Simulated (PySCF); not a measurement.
# [Yb(OH)2]+: other functionals and bases at one geometry

The task here is to estimate one member of a computed series from the others.

Program: PySCF 2.14.0. Level of theory: several levels, as the steps say, no spin–orbit coupling. These are calculated values, not measurements.

6 further runs of the same task are left out: 2 for a known fault of the program, 2 that didn't finish, 2 set aside as unsound or not needed.

## Starting geometry

5 atoms, charge 1, spin multiplicity 1.

Bond lengths: Yb1–O2 1.923 Å, Yb1–O4 1.923 Å, O2–H3 0.964 Å, O4–H5 0.964 Å. Angles: O2–Yb1–O4 115.6°, Yb1–O2–H3 166.5°, Yb1–O4–H5 166.5°.

As a file:

```xyz
5
H2O2Yb
Yb   -0.02021   -0.94650    0.07547
O     0.00159    0.20400    1.61612
H     0.01627    0.94489    2.23323
O     0.00159   -0.05467   -1.62803
H     0.01627    0.57908   -2.35475
```

Formal oxidation states: Yb +3. Each metal's 13 4f electrons lie in its core potential, so multiplicities, spins and levels count the valence alone. An earlier session relaxed this geometry at r2SCAN, Yb lcecp-1-SVP with ECP59, O def2-SVP, H def2-SVP (singlet, point group C2v).

At r2SCAN on the finer grid: E = -190.771319 Eh, HOMO -12.45 eV, LUMO -7.52 eV, Mulliken charge on Yb1 +1.37 e, largest force component 0.014 eV/Å. 

Levels to run: TPSSh; HF; BLYP; M06-L; r2SCAN, TZVP. Hardware: 2 threads of AMD EPYC 9R45 (Zen 5), shared host.

Set-up of the first run:

The input, run.py (the lines that set the calculation):

```python
mol = gto.M(atom='''
Yb    -0.02021    -0.94650     0.07547
O      0.00159     0.20400     1.61612
H      0.01627     0.94489     2.23323
O      0.00159    -0.05467    -1.62803
H      0.01627     0.57908    -2.35475''',
    basis={'Yb': 'lcecp-1-SVP', 'O': 'def2-SVP', 'H': 'def2-SVP'},
    ecp={'Yb': 'lcecp-1-SVP'},
    charge=1, spin=0)
mf = dft.RKS(mol, xc='TPSSH')
mf.grids.atom_grid = (75, 302)  # f atoms: unpruned, at least (60, 302)
mf = mf.density_fit()  # fitting sets: Yb AutoAux, O def2-universal-JKFIT, H def2-universal-JKFIT
mf.conv_tol = 1e-08; mf.max_cycle = 55
mf.kernel(dm0)  # dm0: the density of the relaxed state
```

Started as:

```sh
> OMP_NUM_THREADS=2 python run.py
```

Steps of the session up to this table: TPSSh; HF; BLYP; M06-L; r2SCAN, TZVP.

One table of the session follows, with a row left open; its other results are not shown here.

| level | HOMO (eV) | gap (eV) | charge on Yb1 (e) | dipole (D) | largest force component (eV/Å) |
| --- | --- | --- | --- | --- | --- |
| r2SCAN (relaxed here) | -12.45 | 4.93 | 1.37 | 2.33 | 0.01 |
| TPSSh | -12.83 | 5.21 | 1.36 | 2.31 | 0.10 |
| HF | ? | ? | ? | ? | ? |
| BLYP | -12.03 | 3.79 | 1.21 | 2.00 | 0.45 |
| M06-L | -12.29 | 5.22 | 1.47 | 2.49 | 0.23 |
| r2SCAN, TZVP | -12.50 | 5.05 | 1.80 | 2.54 | 0.19 |

Q: Estimate the row for HF from the others.

The run gave: HOMO (eV): -17.83; gap (eV): 12.69; charge on Yb1 (e): 1.76; dipole (D): 3.33; largest force component (eV/Å): 1.14. In the column «HOMO (eV)» it is the lowest.

The dipole of a charged species depends on the origin, so these sizes hold for this origin alone.

In one basis the HOMO–LUMO gap runs from 3.79 eV (BLYP) to 12.69 eV (HF). The largest leftover force, 1.14 eV/Å with HF, stands at a geometry relaxed at another level. With 4f in the core, its levels are missing from HOMO and gap, and its count is fixed, so no charge can pass from the ligands into it. Total energies of different levels can't be compared.
